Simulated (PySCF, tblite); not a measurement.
**C5H11BOSi: geometry, infrared bands and NMR shifts**

Aim: predict the infrared bands and NMR shifts of C5H11BOSi (`B[C@@H]1CC2(COC2)[SiH2]1`).

Computed with tblite 0.8.0 and PySCF 2.14.0, with density-fitted response routines of our own, on a single molecule in the gas phase. Atoms are numbered from 0 throughout.

### Step 1. The starting structure

19 atoms, charge 0, multiplicity 1; geometry from: force field or distance geometry start.

Bonds of the start (Å): B0–C1 1.59, C1–C2 1.49, C2–C3 1.47, C3–C4 1.47, C4–O5 1.41, O5–C6 1.40, C3–Si7 1.82, Si7–C1 1.87, C6–C3 1.49, B0–H8 1.18, B0–H9 1.20, C1–H10 1.10, C2–H11 1.10, C2–H12 1.11, C4–H13 1.09, C4–H14 1.13, C6–H15 1.11, C6–H16 1.09, Si7–H17 1.48, Si7–H18 1.45.

### Step 2. Optimising the geometry with GFN2-xTB

Job settings and geometry (Å):

```
{"job": {"kind": "relax", "xc": "GFN2-xTB", "basis": "xTB"}, "charge": 0, "multiplicity": 1}
B      2.677300     0.419200     0.007200
C      1.376900    -0.375200    -0.454200
C      0.290900     0.591000    -0.781100
C     -0.706900     0.023100     0.144600
C     -1.631200     0.875800     0.912100
O     -2.700200     0.029600     0.572600
C     -1.926400    -0.638600    -0.389300
Si     0.441600    -1.122100     0.978600
H      3.761400     0.149600    -0.373800
H      2.474000     1.477100     0.528400
H      1.599100    -1.126100    -1.225300
H      0.523700     1.638000    -0.528800
H     -0.085800     0.543100    -1.828500
H     -1.465200     1.058900     1.968700
H     -1.797700     1.860000     0.386000
H     -1.881300    -1.735200    -0.204700
H     -2.106800    -0.343100    -1.423700
H      0.118300    -2.555500     0.788000
H      1.028400    -0.760200     2.255500
```

The run is started by

```sh
$ OMP_NUM_THREADS=1 python probes_run.py task.json out
```

This one command runs all jobs of the session in turn.

**Question.** This job is followed by: GFN2-xTB harmonic vibrations, gas phase; GIAO PBE0/pcSseg-1 NMR shielding, non-relativistic, gas phase. What will the session give for the following? strongest single infrared mode (GFN2-xTB); zero-point energy (GFN2-xTB); ¹³C shifts against TMS (PBE0/pcSseg-1); ¹H shifts against TMS (PBE0/pcSseg-1, means over atoms taken as alike); ¹¹B shifts against BF3·OEt2 (PBE0/pcSseg-1); ¹⁷O shifts against H2O (PBE0/pcSseg-1); ²⁹Si shifts against TMS (PBE0/pcSseg-1); surface potential, 1st and 99th percentile.

As calculated:

| quantity | value |
| --- | --- |
| strongest single infrared mode (GFN2-xTB) | 2261 cm⁻¹, 439 km/mol |
| zero-point energy (GFN2-xTB) | 91.5 kcal/mol |
| ¹³C shifts against TMS (PBE0/pcSseg-1) | 86.7, 85.7, 45.7, 39.9, 31.7 ppm |
| ¹H shifts against TMS (PBE0/pcSseg-1, means over atoms taken as alike) | 6.94, 5.04, 4.89, 4.88, 4.83, 4.83, 4.59, 3.38, 2.88, 2.79 ppm |
| ¹¹B shifts against BF3·OEt2 (PBE0/pcSseg-1) | 73.8 ppm |
| ¹⁷O shifts against H2O (PBE0/pcSseg-1) | 7.6 ppm |
| ²⁹Si shifts against TMS (PBE0/pcSseg-1) | -30.0 ppm |
| surface potential, 1st and 99th percentile | -1.65 V and 1.27 V |

In words: The optimisation took 57 steps and gained 0.941 eV; among the close pairs (by a distance rule), C3–Si7 changed most, from 1.824 to 1.912 Å. No mode is imaginary among the 51: a minimum at this level. The strongest single mode, at 2261 cm⁻¹, moves mainly H17. Unscaled tight-binding wavenumbers are off by several per cent, some by more. Its intensities can rank the bands wrongly. At PBE0/pcSseg-1: Shielding is most anisotropic at B0 (span 171 ppm, paramagnetic term -165 ppm). At PBE0/pcSseg-1, counted by nearest atom on the grid, the HOMO lies on O5 48 %; H14, H16 about 8 % each, the LUMO on B0 47 %; H8, H9 about 14 % each.
